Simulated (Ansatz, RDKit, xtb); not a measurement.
# Isomers of C5H8OSi, a sample narrowed down

Which of a sample of isomers of C5H8OSi is the most stable in the gas at 298.15 K, and what are its properties? The sample is small against all isomers, and the most stable one of this formula need not be in it.

The funnel: GFN2-xTB relaxations, single points with a density functional, relaxations at B3LYP/def2-SVP, harmonic vibrations (at GFN2-xTB), and a last energy at a higher level. All values are calculated.

## 1. Candidates

Isomers were taken from a list of plausible structures; this is a sample, not all of them. That gives 3 candidates.

```csv
label,SMILES,spin
c288,COC1=CC=C[SiH2]1,singlet
c615,CO[SiH]1C=CC=C1,singlet
c882,COC1=C[SiH2]C=C1,singlet
```

Candidates are built by distance geometry, with a force field where one applies, in up to four conformers (letters a to d).

Q: Predict the outcome of this search (final energies at CCSD(T)/def2-SVP + MP2/def2-TZVPP - MP2/def2-SVP).

| quantity | value |
| --- | --- |
| lowest structure found | CO[SiH]1C=CC=C1, singlet |
| next finalist | COC1=C[SiH2]C=C1, singlet, 27.0 kcal/mol higher in G |
| share at equilibrium, among the finalists | 100.0 % |

The search ends on `CO[SiH]1C=CC=C1`. Among the finalists first place is clear (27.0 kcal/mol); structures outside the list aren't covered. GFN2-xTB, HF/STO-3G, r2SCAN-D4/def2-SVP, B3LYP/def2-SVP, HF/def2-SVP and MP2/def2-SVP already put its bonding pattern lowest among the structures in one piece. The search is not exhaustive (a finite list of starts, one conformer a finalist), so a lower isomer can't be ruled out. Only 3 drawn patterns were tried, so whole families of isomers are missing, and the result ranks this sample alone.
